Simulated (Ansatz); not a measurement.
Run this with Ansatz's Python interface and show what comes out.

`c4h7br_torsion.py`
```python
"""Energy of C4H7Br as one group turns about a bond."""

import ansatz as az
from ase import Atoms


def main() -> None:
    atoms = Atoms(["C", "C", "Br", "C", "C", "H", "H", "H", "H", "H", "H", "H"], positions=[
        (-1.3547, -0.4067, 0.3248),
        (0.0581, -0.0945, 0.4767),
        (0.6995, -0.3232, 2.2558),
        (0.7792, 1.0075, -0.3517),
        (1.0067, -0.4525, -0.6653),
        (-1.9928, 0.326, 0.9442),
        (-1.6117, -1.3922, 0.5954),
        (-1.6913, -0.1975, -0.729),
        (1.4973, 1.6128, 0.1366),
        (0.0917, 1.5453, -1.0296),
        (0.5811, -0.8711, -1.5338),
        (2.0138, -0.809, -0.39),
    ])

    # relax first, so that the scan starts from a minimum
    first = (
        az.Crystal.molecule_from_ase(atoms).calculation()
        .basis(gaussian="def2-SVP")
        .functional("pbe0")
        .relax(force_tolerance=0.02, max_steps=80)
    )
    atoms.positions = first.run(threads=1).report["positions_ang"]

    start = atoms.get_dihedral(2, 1, 0, 5)
    energies = {}
    for turn in range(0, 121, 20):
        turned = atoms.copy()
        turned.set_dihedral(2, 1, 0, 5, start + turn, indices=[0, 5, 6, 7])
        job = (
            az.Crystal.molecule_from_ase(turned).calculation()
            .basis(gaussian="def2-SVP")
            .correlation("MP2")
        )
        energies[round((start + turn) % 360)] = job.run(threads=1).report["free_energy_ev"]
    floor = min(energies.values())
    print("dihedral Br2-C1-C0-H5 (deg)   E - E(min) (kcal/mol)")
    for angle, e in sorted(energies.items()):
        print(f"{angle:8d} {23.060548 * (e - floor):14.3f}  " + "#" * int(30 * (e - floor) / max(max(energies.values()) - floor, 1e-9)))


if __name__ == "__main__":
    main()
```

```console
$ python c4h7br_torsion.py
dihedral Br2-C1-C0-H5 (deg)   E - E(min) (kcal/mol)
      60          0.000
      80          1.068  #######
     100          3.246  ######################
     120          4.366  ##############################
     140          3.297  ######################
     160          1.140  #######
     180          0.057
```

Reading the output:
- The scan is rigid and the energies are electronic, in a modest basis. With rigid groups the curve can differ much from the relaxed path, the start wasn't checked as a minimum of this torsion, and equivalent turns needn't return to the same energy.
- The start is relaxed with a density functional and scanned with the wavefunction method, so it isn't exactly that method's minimum.
- Finished in 96 s on 1 thread of Arm Neoverse V1, on a shared host, peak memory 0.4 GiB.
